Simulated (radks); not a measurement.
# Valence configurations of Te

The task here is to estimate one member of a computed series from the others.

Program: radks (a radial shooting solver on a logarithmic mesh, Libxc functionals) version 1. Level of theory: Dirac Kohn-Sham, BLYP, spin-unpolarised, spherical densities, point nucleus; open shells are shared between the two j in proportion to 2j + 1. These are calculated values, not measurements, unless marked.

## Starting point

- element: tellurium (Z = 52)
- charge: 0
- electrons: 52
- configuration: [Kr] 4d10 5s2 5p4
- others tried: 4d10 5s1.5 5p4.5; 4d9 5s2 5p5; 4d8 5s2 5p6; 4d10 5s1 5p5; 4d10 5p6; 4d9.5 5s2 5p4.5; 4d9 5s1 5p6

The outer shells:

Te
```
[Kr] core
4d [↑↓][↑↓][↑↓][↑↓][↑↓]
5s [↑↓]
5p [↑↓][↑ ][↑ ]
```

The first run:

The run's settings:

```text
Z 52
configuration [Kr] 4d10 5s2 5p4
relativity Dirac
functional b88,lyp
spin unpolarised
j_filling average
nucleus point
c 137.035999084
```

Among the steps run: [Kr] 4d10 5s2 5p4.

One table of the session follows, with a row left open; its other results are not shown here.

It belongs to the step «[Kr] 4d10 5s2 5p4». From the orbitals of this run (lengths in bohr):

| level | <r> | outermost maximum (interpolated) | 90 % within | nodes |
| --- | --- | --- | --- | --- |
| 4s1/2 | ? | ? | ? | ? |
| 4p1/2 | 0.8015 | 0.721 | 1.17 | 2 |
| 4p3/2 | 0.8303 | 0.746 | 1.22 | 2 |
| 4d3/2 | 0.9656 | 0.806 | 1.48 | 1 |
| 4d5/2 | 0.9780 | 0.815 | 1.50 | 1 |
| 5s1/2 | 2.081 | 1.79 | 3.06 | 4 |
| 5p1/2 | 2.591 | 2.10 | 3.94 | 3 |
| 5p3/2 | 2.729 | 2.19 | 4.17 | 3 |

**Question.** Estimate the row for 4s1/2.

**Answer.** <r>: 0.7645; outermost maximum (interpolated): 0.701; 90 % within: 1.10; nodes: 3. In the column «<r>» it is the lowest.
